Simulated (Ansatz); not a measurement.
# BrClGeH₂O: up Jacob's ladder to CCSD(T)

One table from this session's results is given with a row withheld; the runs are named, their logs left out.

The runs use Ansatz 0.2.0, Gaussian basis; functionals in def2-TZVPP, the program's frozen cores in correlated methods.

The runs, in order: LDA (SPW92), PBE-D4, revPBE-D4, BLYP-D4, r2SCAN-D4, B97M-V, PBE0-D4, B3LYP-D4, r2SCANh-D4, r2SCAN0-D4, HSE06-D4, BHLYP-D4, CAM-B3LYP-D4, LC-ωPBE, ωB97X-V, ωB97M-V, B2PLYP, PBE-QIDH; CCSD(T)/def2-SVP; CCSD(T)/def2-TZVPP; MP2/def2-QZVPP; extrapolation to the limit; RPA on PBE.

## The geometry

The geometry comes from an earlier relaxation with PBE0-D4 in a triple-zeta def2 set; it is a stationary point.

SMILES `[OH][GeH]([Cl])[Br]`, 6 atoms, charge 0, spin multiplicity 1.

Atoms are counted from 1 here; the program's logs count them from 0.

Bond lengths: O1–Ge2 1.753 Å, O1–H5 0.961 Å, Ge2–Cl3 2.139 Å, Ge2–Br4 2.292 Å, Ge2–H6 1.523 Å. Angles: Ge2–O1–H5 113.5°, O1–Ge2–Cl3 109.5°, O1–Ge2–Br4 109.9°, O1–Ge2–H6 107.8°, Cl3–Ge2–Br4 107.2°, Cl3–Ge2–H6 110.8°, Br4–Ge2–H6 111.5°.

The first run:

The input, in.yaml:

```yaml
crystal:
  periodic: [false, false, false]
  atoms:
    - {symbol: O, position_ang: [-1.316540, 0.590863, -0.097993]}
    - {symbol: Ge, position_ang: [0.334137, 0.023965, -0.264695]}
    - {symbol: Cl, position_ang: [1.507544, 0.751020, 1.369551]}
    - {symbol: Br, position_ang: [0.387344, -2.265742, -0.172412]}
    - {symbol: H, position_ang: [-1.743820, 0.293356, 0.710214]}
    - {symbol: H, position_ang: [0.873434, 0.542539, -1.590865]}
basis:
  gaussian: {orbitals: def2-TZVPP}
hamiltonian: {xc: lda}
output: {orbitals: {seedname: orbitals}}
```

The run is started by

```console
$ ansatz run in.yaml --threads 4 --pin off --events-out ev --progress --plain --max-ram 10444MiB
```

Steps of the session up to this table: LDA; PBE-D4 (GGA); revPBE-D4 (GGA); BLYP-D4 (GGA); r2SCAN-D4 (meta-GGA); B97M-V (meta-GGA); PBE0-D4 (hybrid); B3LYP-D4 (hybrid); r2SCANh-D4 (hybrid); r2SCAN0-D4 (hybrid); HSE06-D4 (hybrid); BHLYP-D4 (hybrid); CAM-B3LYP-D4 (range-separated); LC-ωPBE (range-separated); ωB97X-V (range-separated); ωB97M-V (range-separated); B2PLYP (double hybrid); PBE-QIDH (double hybrid).

One table of the session follows, with a row left open; its other results are not shown here.

It belongs to the step «Orbital energies across the functionals». 

| functional | HOMO (eV) | gap (eV) |
| --- | --- | --- |
| LDA (SPW92) | -7.55 | 5.21 |
| PBE-D4 | -7.39 | 5.33 |
| revPBE-D4 | -7.34 | 5.38 |
| BLYP-D4 | -7.22 | 5.20 |
| r2SCAN-D4 | -7.76 | 5.96 |
| B97M-V | -7.84 | 6.11 |
| PBE0-D4 | -8.76 | 7.66 |
| B3LYP-D4 | -8.47 | 7.05 |
| r2SCANh-D4 | ? | ? |
| r2SCAN0-D4 | -9.00 | 8.05 |
| HSE06-D4 | -8.36 | 6.89 |
| BHLYP-D4 | -9.93 | 9.81 |
| CAM-B3LYP-D4 | -10.09 | 9.99 |
| LC-ωPBE | -11.52 | 12.68 |
| ωB97X-V | -11.14 | 12.21 |
| ωB97M-V | -10.99 | 11.87 |

**Question.** Estimate the row for r2SCANh-D4.

Worked estimate for «HOMO (eV)». Against the share of exact exchange, r2SCAN-D4 (0, -7.76), r2SCAN0-D4 (0.25, -9.00) give a slope of -4.96 per unit share; at 0.1 the line stands at -8.26.

As computed: HOMO (eV): -8.26; gap (eV): 6.80. In «HOMO (eV)» the line misses by 0.00.
